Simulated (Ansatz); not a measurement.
This script for a ladder of basis sets of CIn (charge +1) with Ansatz's Python interface holds a mistake.

`cin.py`
```python
"""Basis-set convergence for CIn(+)."""

from dataclasses import dataclass
import logging
import sys

import ansatz

logging.basicConfig(stream=sys.stdout, format="[%(levelname)s] %(message)s")
logger = logging.getLogger("cin")
logger.setLevel(logging.INFO)


@dataclass(frozen=True)
class Options:
    functional: str = "pbe0"
    net_charge: int = 1


cfg = Options()

geometry_ang = [
    ("In", [0.0, 0.0, 0.0]),
    ("C", [0.0, 0.0, 2.2]),
]
mol = ansatz.Crystal.molecule()
for symbol, xyz in geometry_ang:
    mol = mol.atom(symbol, xyz)

job = mol.calculation()
job = job.functional(cfg.functional)
job = job.charge(cfg.net_charge)
job = job.spin("collinear", total=2)

energies = {}
for basis in ["def2-SVP", "def2-SVPD", "def2-TZVP", "def2-TZVPP"]:
    summary = job.basis(gaussian=basis).report
    size = summary["n_frozen"] + summary["n_occupied"][0] + summary["n_virtual"][0]
    energies[basis] = (summary["reference_energy_ev"] / 27.211386246, summary["free_energy_ev"] / 27.211386246)
    logger.info(f"{basis:14s} {size:4d} orbitals  reference {energies[basis][0]:14.6f} Ha  total {energies[basis][1]:14.6f} Ha")

last = energies["def2-TZVPP"][1]
for basis, (_, total) in energies.items():
    logger.info(f"{basis:14s} lies {27.211386 * (total - last):9.4f} eV above def2-TZVPP")
```

```console
$ python cin.py
Traceback (most recent call last):
  File "cin.py", line 37, in <module>
    summary = job.basis(gaussian=basis).report
              ^^^^^^^^^^^^^^^^^^^^^^^^^^^^^^^^
AttributeError: 'Calculation' object has no attribute 'report'
```

Why does it end like this?

The fault: the calculation is never run. The correction:

```diff
--- before
+++ after
@@ -36,3 +36,3 @@
 for basis in ["def2-SVP", "def2-SVPD", "def2-TZVP", "def2-TZVPP"]:
-    summary = job.basis(gaussian=basis).report
+    summary = job.basis(gaussian=basis).run().report
     size = summary["n_frozen"] + summary["n_occupied"][0] + summary["n_virtual"][0]
```

After the fix:

```console
$ python cin.py
[INFO] def2-SVP         40 orbitals  reference    -227.671458 Ha  total    -227.671458 Ha
[INFO] def2-SVPD        52 orbitals  reference    -227.672873 Ha  total    -227.672873 Ha
[INFO] def2-TZVP        81 orbitals  reference    -227.722686 Ha  total    -227.722686 Ha
[INFO] def2-TZVPP       81 orbitals  reference    -227.722686 Ha  total    -227.722686 Ha
[INFO] def2-SVP       lies    1.3940 eV above def2-TZVPP
[INFO] def2-SVPD      lies    1.3555 eV above def2-TZVPP
[INFO] def2-TZVP      lies    0.0000 eV above def2-TZVPP
[INFO] def2-TZVPP     lies    0.0000 eV above def2-TZVPP
```

The drop along the ladder measures the basis error, and is no property of the molecule. The geometry is a force-field or estimated start, not a minimum of this method, and the last set is no limit. Much of the fall in a total is atomic energy, which cancels in bond and reaction energies. def2 sets replace the cores of elements past krypton by effective core potentials. The species is open-shell (spin multiplicity 3). The spin state was assumed, and another may lie lower. The whole script took 14 s on 1 thread of Arm Neoverse V2, on a shared host, peak memory 0.25 GiB.

(Lines on the test bed's own set-up are left out of the output.)
